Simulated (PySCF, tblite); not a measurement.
# C6H6FOS radical: geometry, infrared bands and EPR parameters

Aim: predict the infrared bands and EPR parameters of C6H6FOS radical (`[H]/[C]=C\C1=C[S@@](=O)[C@H](F)C1`).

Computed with tblite 0.8.0 and PySCF 2.14.0, with density-fitted response routines of our own, on a single molecule in the gas phase. Atoms are numbered from 0 throughout.

**1. The molecule as given**

15 atoms, charge 0, multiplicity 2; geometry from: force field or distance geometry start.

Bonds of the start (Å): C0–C1 1.33, C1–C2 1.47, C2–C3 1.33, C3–S4 1.80, S4–O5 1.54, S4–C6 1.82, C6–F7 1.40, C6–C8 1.52, C8–C2 1.45, C0–H9 1.08, C1–H10 1.07, C3–H11 1.07, C6–H12 1.09, C8–H13 1.14, C8–H14 1.12.

**2. Relaxing the molecule with GFN2-xTB**

What the job is given:

```
{"job": {"kind": "relax", "xc": "GFN2-xTB", "basis": "xTB"}, "charge": 0, "multiplicity": 2}
C      2.750900    -0.419900     0.247700
C      1.941200     0.611300     0.001900
C      0.488500     0.450300    -0.104300
C     -0.298200     1.496200    -0.353000
S     -1.986600     0.860500    -0.402200
O     -2.273300     0.427500    -1.847000
C     -1.589500    -0.628600     0.569500
F     -1.476700    -0.293300     1.924800
C     -0.194400    -0.828600     0.013000
H      2.397800    -1.432400     0.377500
H      2.408800     1.573500    -0.095200
H     -0.010200     2.517800    -0.475900
H     -2.288900    -1.447300     0.391900
H     -0.252400    -1.384200    -0.975500
H      0.378600    -1.494800     0.704800
```

Started as:

```
OMP_NUM_THREADS=1 python probes_run.py task.json out
```

One launch serves the whole session: the jobs run in the order shown.

**Question.** This job is followed by: GFN2-xTB harmonic vibrations, gas phase; UKS B3LYP, pcH-1 on C F H O S, non-relativistic, mean-field spin-orbit, GIAO. Predict these results of the whole session: strongest single infrared mode (GFN2-xTB); zero-point energy (GFN2-xTB); g(iso) (B3LYP); ⟨S²⟩; largest a(iso); surface potential, 1st and 99th percentile.

As calculated:

```
                                 quantity                  value
strongest single infrared mode (GFN2-xTB)  1138 cm⁻¹, 324 km/mol
             zero-point energy (GFN2-xTB)          63.4 kcal/mol
                           g(iso) (B3LYP)                2.00207
                                     ⟨S²⟩     0.763 (exact 0.75)
                           largest a(iso)   13C on C0, 329.2 MHz
    surface potential, 1st and 99th percentile     -1.99 V and 1.55 V
```

In words: Relaxing lowered the energy by 0.719 eV in 56 steps; the close pair that moved most is S4–O5, from 1.535 to 1.462 Å. All 39 modes are real, so the xTB geometry is a minimum. The strongest single mode, at 1138 cm⁻¹, moves mainly O5 and S4. Unscaled tight-binding wavenumbers are off by several per cent, some by more. Its intensities can rank the bands wrongly. C0 carries the largest spin population, 1.06 e. The isotropic g lies 0.2 ppt below the free-electron value.
